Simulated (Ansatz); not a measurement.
# CH3BrGa−: an energy map over bond length C1–Ga2 and bond length C1–H4

Aim: map the energy of CH3BrGa, SMILES [CH2-][GaH][Br], charge −1 over two coordinates, and find its wells, ridges and stiffness.

Program: Ansatz 0.2.0. Level of theory: RKS PBE0-D4/def2-TZVPD. These are calculated values, not measurements.

## Step 1: The starting structure

SMILES `[CH2-][GaH][Br]`, 6 atoms, charge -1, spin multiplicity 1.

Atoms are counted from 1 here; the program's logs count them from 0.

Bond lengths: C1–Ga2 1.834 Å, C1–H4 1.102 Å, C1–H5 1.104 Å, Ga2–Br3 2.474 Å, Ga2–H6 1.584 Å. Angles: Ga2–C1–H4 123.3°, Ga2–C1–H5 120.9°, H4–C1–H5 115.8°, C1–Ga2–Br3 118.7°, C1–Ga2–H6 137.3°, Br3–Ga2–H6 104.0°.

As a file:

```xyz
6
charge -1, multiplicity 1
C    -0.2363   -0.6656   -0.8549
Ga    0.0779    0.6246    0.4101
Br    0.9915   -0.0612    2.6048
H    -0.0393   -1.7369   -0.6879
H    -0.6440   -0.4004   -1.8455
H    -0.0737    2.1972    0.5309
```

This geometry comes from a loose relaxation at PBE in a small basis, which is not shown.

## Step 3: The grid

First coordinate, bond length C1–Ga2: 11 values from 1.494 to 2.734 Å. Second coordinate, bond length C1–H4: 11 values from 0.912 to 1.412 Å.

Nothing else is relaxed (all other coordinates rigid). Energies count from the relaxed molecule at the same level. Points are written as (first, second).

(The set-up runs are not shown.)

## Step 4: Point (2.486 Å, 1.412 Å)

The input, input.yaml:

```yaml
crystal:
  periodic: [false, false, false]
  atoms:
    - { symbol: C, position_ang: [-0.233964, -0.660677, -0.847863] }
    - { symbol: Ga, position_ang: [0.19679, 1.07779, 0.876197] }
    - { symbol: Br, position_ang: [1.095929, 0.406722, 3.038137] }
    - { symbol: H, position_ang: [0.015391, -2.034828, -0.639833] }
    - { symbol: H, position_ang: [-0.636091, -0.398911, -1.824225] }
    - { symbol: H, position_ang: [0.040561, 2.642229, 0.983561] }
total_charge: -1
basis:
  gaussian: { orbitals: def2-TZVPD }
hamiltonian:
  xc: pbe0
  dispersion: d4
output:
  forces: true
```

Launch:

```console
$ ansatz run input.yaml --threads 1 --pin off --max-ram 2560MiB --backend cpu --events-out ev --progress --plain --runs-dir out
```

Further runs follow: the other points that were computed.

What does the calculation give? Wanted: lowest point; highest computed point; largest force on an atom.

The runs gave:

| quantity | value |
| --- | --- |
| lowest point | (1.866 Å, 1.062 Å), 3.1 kJ/mol |
| highest computed point | (2.734 Å, 1.412 Å), 425 kJ/mol above the lowest |
| largest force on an atom (eV/Å) | 1.0 at (1.866 Å, 1.112 Å) to 19.7 at (1.494 Å, 1.412 Å); 1.6 at the lowest point |
| time for the whole task | 40 min on 1 thread, shared host |

What this shows: The lowest computed point is at (1.866 Å, 1.062 Å), 3.1 kJ/mol from the relaxed molecule at the same level. The grid shows no well of another kind. The highest computed point, (2.734 Å, 1.412 Å), lies 425 kJ/mol above the lowest. Round the minimum the two coordinates are nearly uncoupled.
